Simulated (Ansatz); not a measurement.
# CH₄BNO (SMILES BC(=N)O): one structure at several levels

Aim: energy, forces and dipole at a frame of a short trajectory, from CCSD(T) and from density functionals.

Method: single points in def2-TZVPP; program: Ansatz 0.2.0, Gaussian basis.

Correlated methods freeze the cores.

## 1. The starting structure

SMILES `BC(=N)O`, 8 atoms, charge 0, spin multiplicity 1.

Atoms are counted from 1 here; the program's logs count them from 0.

Bond lengths: B1–C2 1.597 Å, B1–H5 1.222 Å, B1–H6 1.219 Å, C2–N3 1.265 Å, C2–O4 1.372 Å, N3–H7 1.041 Å, O4–H8 0.973 Å. Angles: C2–B1–H5 122.5°, C2–B1–H6 120.8°, H5–B1–H6 116.7°, B1–C2–N3 117.9°, B1–C2–O4 115.6°, N3–C2–O4 126.3°, C2–N3–H7 111.5°, C2–O4–H8 110.9°.

Geometry (Å):

```
B    -0.64805    1.19372   -0.35420
C     0.13145   -0.14393    0.03648
N     1.22473   -0.02988    0.66311
O    -0.52111   -1.31552   -0.25226
H    -1.63775    1.19112   -1.07040
H    -0.28498    2.27578    0.07365
H     1.61581   -0.95907    0.92084
H     0.04493   -2.08387   -0.06151
```

## 2. PBE-D4/def2-TZVPP

Input file run/in.yaml:

```yaml
crystal:
  periodic: [false, false, false]
  atoms:
    - {symbol: B, position_ang: [-0.648049, 1.193716, -0.354204]}
    - {symbol: C, position_ang: [0.131453, -0.143934, 0.036485]}
    - {symbol: N, position_ang: [1.224734, -0.029885, 0.663113]}
    - {symbol: O, position_ang: [-0.521114, -1.315521, -0.252258]}
    - {symbol: H, position_ang: [-1.637753, 1.191124, -1.070398]}
    - {symbol: H, position_ang: [-0.284980, 2.275782, 0.073654]}
    - {symbol: H, position_ang: [1.615813, -0.959066, 0.920843]}
    - {symbol: H, position_ang: [0.044932, -2.083867, -0.061513]}
basis:
  gaussian: {orbitals: def2-TZVPP}
hamiltonian: {xc: pbe, dispersion: d4}
output: {forces: true}
```

The run is started by

```bash
ansatz run in.yaml --threads 2 --pin off --events-out ev --progress --plain --max-ram 3481MiB
```

## 3. r2SCAN-D4/def2-TZVPP

run/in.yaml, as its differences from that of step 2:

```diff
@@ -13,3 +13,3 @@
   gaussian: {orbitals: def2-TZVPP}
-hamiltonian: {xc: pbe, dispersion: d4}
+hamiltonian: {xc: r2scan, dispersion: d4}
 output: {forces: true}
```

## 4. PBE0-D4/def2-TZVPP

run/in.yaml, as its differences from that of step 3:

```diff
@@ -13,3 +13,3 @@
   gaussian: {orbitals: def2-TZVPP}
-hamiltonian: {xc: r2scan, dispersion: d4}
-output: {forces: true}
+hamiltonian: {xc: pbe0, dispersion: d4}
+output: {forces: true, orbitals: {seedname: orbitals}}
```

## 5. wB97M-V/def2-TZVPP

run/in.yaml, as its differences from that of step 4:

```diff
@@ -13,3 +13,3 @@
   gaussian: {orbitals: def2-TZVPP}
-hamiltonian: {xc: pbe0, dispersion: d4}
-output: {forces: true, orbitals: {seedname: orbitals}}
+hamiltonian: {xc: {name: wB97M-V}}
+output: {forces: true}
```

## 6. CCSD(T)/def2-TZVPP

run/in.yaml, as its differences from that of step 5:

```diff
@@ -13,3 +13,3 @@
   gaussian: {orbitals: def2-TZVPP}
-hamiltonian: {xc: {name: wB97M-V}}
+correlation: {method: ccsd_t}
 output: {forces: true}
```

(Steps that only read results are left out.)

**Question.** What will these runs give? Wanted: energy less free atoms, CCSD(T)/def2-TZVPP; RMS force component; RMS force error; HOMO and LUMO, PBE0-D4; T1 diagnostic.

The runs gave:

| quantity | value |
| --- | --- |
| energy less free atoms, CCSD(T)/def2-TZVPP | -2918.7 kJ/mol |
| RMS force component | 0.412 to 0.514 eV/Å over the methods |
| RMS force error | PBE-D4 0.213, r2SCAN-D4 0.123, PBE0-D4 0.226, wB97M-V 0.222 eV/Å |
| HOMO and LUMO, PBE0-D4 | -8.23 and -2.48 eV |
| T1 diagnostic | 0.014 |

Against CCSD(T) the functionals' energies less atoms differ by -209.1 to -107.7 kJ/mol, PBE-D4 by -209.1 kJ/mol. CCSD(T) in triple zeta still lacks some correlation energy of the bonds, so part of these gaps is its own basis error and they don't rank the functionals. For forces r2SCAN-D4 does best and PBE0-D4 worst. Frozen-core CCSD(T) forces in triple zeta carry basis errors of their own, and this is one geometry, so small gaps rank nothing.
